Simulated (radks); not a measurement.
# Filling a parabolic well with ω = 0.0771 hartree*: electrons 1 to 8

Aim: add electrons one at a time to a parabolic well with ω = 0.0771 hartree*, try the lowest free levels for each, keep the configuration of least energy, and see where shells close.

The numbers are computed with radks (version 2): non-relativistic spin-polarised Kohn-Sham, PBE, spherically averaged shells.

### Step 1. The model

- well: a parabolic well with ω = 0.0771 hartree*
- functional: PBE
- levels: named by radial order: 1s, 1p, 1d, 2s, 1f and so on
- units: effective atomic units, hartree* and bohr*
- configuration carried in: none

Further steps of the session: 1 electrons; 2 electrons; Electron number 3; 4 electrons; 5 electrons; Electron number 6; 7 electrons; Electron number 8.

**Question.** What will these runs give? Wanted: closed shells at N; largest addition energy; most unpaired electrons; configuration at N = 6.

**Answer**, as computed:

```
               quantity                                    value
     closed shells at N                                        2
largest addition energy  0.176 hartree* at N = 1 (of N = 1 to 5)
most unpaired electrons                      1 at N = 1, 3 and 5
 configuration at N = 6                     1s2 1p(up 2, down 2)
```

**Reading.** All occupied shells are full at N = 2, but the largest second difference in range falls at N = 1. Spherical averaging forbids deformation, and the greedy search can miss a lower configuration.
